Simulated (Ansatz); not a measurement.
The system is TaTe.

```
Ta Te
1.0
     3.42009    0.00000    0.00000
     0.00000    3.42009    0.00000
     0.00000    0.00000    3.42009
Ta Te
1 1
Direct
  0.50000 0.50000 0.50000
  0.00000 0.00000 0.00000
```

The cell was built by a generator and needn't be a form met in nature.

A run of Ansatz 0.2.0 on this cell left the log below. Logs are shortened: lines on timing, memory, paths and dates and some standing lists are left out, and cuts for length are marked.

```text
Warning: RAYON_NUM_THREADS=2 ignored (pool sized by the plan → 2); use --threads N
Engine: ansatz 0.2.0, aarch64-unknown-linux-gnu
Pseudopotentials: kind: paw
Pseudopotential: Ta, paw, valence charge 13, recommended cutoff 420 eV (normal), Ta.paw.azcp
Pseudopotential: Te, paw, valence charge 16, recommended cutoff 420 eV (normal), Te.paw.azcp
Functional definition: PBE
  parameter kappa = 0.804
  parameter beta = 0.06672455060314922
  exchange = pbe_x(kappa = kappa, mu = beta*pi^2/3)
  correlation = pbe_c(beta = beta)
Crystal: 2 atoms, lattice volume = 40.005 Å³
Basis set: ecut = 420 eV, 751 PW (Γ), exchange–correlation on 48×48×48 points (8 copies of the dense FFT grid, shifted against one another)
Bands: 19, of which v1, the nominal top of the filled ones, is band 15 counted from 1 (14 counted from 0)
Symmetry: 48 space group operations
Space group: Pm-3m (ITA 221), of the structure as read, at distance tolerance 3.4e-5 Å
k-points: 35 of 512
Non-local potential: Ta, projectors of the file, l = 0: 3, l = 1: 2, l = 2: 2, l = 3: 1
Non-local potential: Te, projectors of the file, l = 0: 2, l = 1: 2, l = 2: 2, l = 3: 2
PAW form: soft (Blöchl's): semilocal exchange-correlation on the pseudo side does not see the compensation charge
PAW one-centre angular grid: Ta, 590 points (default); XC on 64 Gauss nodes
PAW one-centre angular grid: Te, 590 points (default); XC on 64 Gauss nodes
Initial density: superposition of atomic densities (neutral atoms: chi_scale 0, normalization atom), corrected by the library's trained network
Initial wavefunctions: pseudopotential atomic-orbital guess
Functional: x = pbe(κ = 0.804, μ = 0.2195149727645171), c = pbe(β = 0.06672455060314922)
SCF iter   1: F=—  HF=-16911.789401 eV  |F-HF|=—  |Δ(HF+E_count)|=         —  Δρ=2.96e-3  dr2=2.67e-3  ethr=1.77e-3  ⟨swp⟩=5.7  Hψ=3296  notcnv=0
preconditioner: auto → none  [metal: Δε(μ)=0.026 eV  Ē_g=7.978 eV  σ=0.050 eV  W_gap=0.13  n_scr=6 (ndim 8)  ℏωp=19.5 eV  f_vac=0.000  D(μ)=3.65/eV (n_scr^D=32)  sad-step TF]
SCF iter   2: F=—  HF=-16911.789479 eV  |F-HF|=—  |Δ(HF+E_count)|=   7.79e-5  Δρ=1.90e-3  dr2=1.34e-3  ethr=9.22e-6  ⟨swp⟩=2.1  Hψ=1187  notcnv=0
SCF iter   3: F=—  HF=-16911.789666 eV  |F-HF|=—  |Δ(HF+E_count)|=   1.87e-4  Δρ=6.14e-4  dr2=1.42e-4  ethr=4.63e-6  ⟨swp⟩=2.5  Hψ=1154  notcnv=0
SCF iter   4: F=—  HF=-16911.789578 eV  |F-HF|=—  |Δ(HF+E_count)|=   8.79e-5  Δρ=2.46e-4  dr2=1.19e-5  ethr=4.89e-7  ⟨swp⟩=2.0  Hψ=1091  notcnv=0
SCF iter   5: F=—  HF=-16911.789564 eV  |F-HF|=—  |Δ(HF+E_count)|=   1.39e-5  Δρ=2.43e-5  dr2=1.18e-7  ethr=4.09e-8  ⟨swp⟩=2.0  Hψ=1115  notcnv=0
SCF iter   6: F=-16911.789564 eV  HF=-16911.789564 eV  |F-HF|=5.09e-9  |Δ(HF+E_count)|=   2.63e-8  Δρ=4.31e-6  dr2=5.75e-9  ethr=3.45e-10  ⟨swp⟩=5.4  Hψ=2700  notcnv=0
[... 63 lines left out ...]
Fermi energy:    18.696663 eV
--- Per-component energies (eV) ---
  E_band       = -241.489356
  E_kinetic    = 551.444316
  E_local      = -1284.657510  (includes V_loc(G=0)·N_el)
  E_nonlocal   = -295.165974
  E_hartree    = 796.433054
  E_xc         = -344.716314
  E_vxc        = -311.089496  (∫ρ·V_xc dr)
  E_paw        = -13060.315040  (= ΣΔE_a)
  E_vpaw       = -494.886735  (= ΣTr[D̂ρ^β])
  E_aug_tail   = -0.000068  (compensation charges beyond the density's cutoff)
  E_ewald      = -3274.765696
  E_smearing   = -0.027238  (= −TS)
  E_closure    = 0.000000  (closes the sum)
  Σ components = -16911.770469   (vs F -16911.770469, Δ=0.00e0)
--- Forces (eV/Å), atoms counted from 1 ---
  atom   1  Ta     0.00000000     0.00000000    -0.00000000
  atom   2  Te    -0.00000000     0.00000000    -0.00000000
  max |Σ_I F_I| component: 1.35e-30 eV/Å
--- Stress (GPa, compression-positive) ---
        4.987453       0.000000       0.000000
       -0.000000       4.987453      -0.000000
        0.000000      -0.000000       4.987453
  P = ⅓ Tr σ = 4.9875 GPa (49.875 kbar)
--- Band table (eV; the first three rows and the last of 35) ---
  k-point 0: bands = ["-49.6682", "-19.2271", "-19.2271", "-19.1967", "-19.1967", "-19.1967", "-16.1340", "-16.1340", "-16.1340", "3.5809", "15.7464", "15.7464", "17.2498", "17.2498", "17.2498", "20.1643", "20.1643", "20.1643", "21.1045"]
  k-point 1: bands = ["-49.6674", "-19.2269", "-19.2224", "-19.1993", "-19.1993", "-19.1965", "-16.1601", "-16.1297", "-16.1297", "3.7905", "14.6315", "15.8500", "16.9105", "16.9105", "17.5068", "20.1908", "20.6438", "20.6438", "22.2169"]
  k-point 2: bands = ["-49.6654", "-19.2264", "-19.2110", "-19.2056", "-19.2056", "-19.1961", "-16.2225", "-16.1192", "-16.1192", "4.3799", "12.5458", "16.1258", "16.2993", "16.2993", "18.5836", "20.2562", "21.7332", "21.7332", "23.6536"]
  k-point 34: bands = ["-49.6521", "-19.2320", "-19.2320", "-19.2320", "-19.1749", "-19.1749", "-16.2364", "-16.2364", "-16.2364", "8.2571", "11.7893", "11.7893", "11.7893", "20.2506", "20.2506", "20.2506", "22.1203", "22.1203", "23.4770"]
--- Relaxed structure (4 steps of the walk, 3 accepted, 1 SCFs on fresh bases) ---
  F+E_penalty+E_count = -16911.77046932 eV   max|allowed force component| = 9.203e-31 eV/Å   (the final SCF, on the basis selected at the relaxed cell)
  cell:  # Å, volume = 38.7728 Å³
    - [3.3846134495993505, -6.098778157226247e-34, -2.8888949165808538e-34]
    - [-6.098778157226247e-34, 3.3846134495993505, 0.0]
    - [-2.8888949165808538e-34, 0.0, 3.3846134495993505]
  atoms:
    - { symbol: Ta, position: [0.5, 0.5, 0.5] }
    - { symbol: Te, position: [8.535950225510739e-48, 2.547447645425861e-47, 2.5607850676532214e-47] }
```

Problem. Write the input and the command behind it.

Solution. Relaxation of cell and atoms with PBE, no spin polarisation. The files as run (others can give the same):

input.yaml
```yaml
crystal:
  lattice:
    - [3.42009, 0.0, 0.0]
    - [0.0, 3.42009, 0.0]
    - [0.0, 0.0, 3.42009]
  atoms:
    - { symbol: Ta, position: [0.5, 0.5, 0.5] }
    - { symbol: Te, position: [0.0, 0.0, 0.0] }
hamiltonian:
  xc: pbe
  pseudopotentials: { kind: paw }
kpoints:
  mp_grid: { grid: [8, 8, 8] }
scf:
  occupations: { method: fermi_dirac, width: 0.05 }
output:
  forces: true
  stress: true
  eigenvalues: true
relax:
  f_tol: 0.01
  max_steps: 40
  cell: { stress_tol: 0.05, p_target: 5.0 }
```

Potentials or basis: Ansatz PAW.
Run with:
```sh
$ ansatz run input.yaml --threads 2 --pin off --max-ram 5632MiB --backend cpu --events-out ev --progress --plain --runs-dir out
```

Caveat: the plane-wave basis is chosen anew once the cell has moved, so the energies of steps on either side of that aren't comparable.
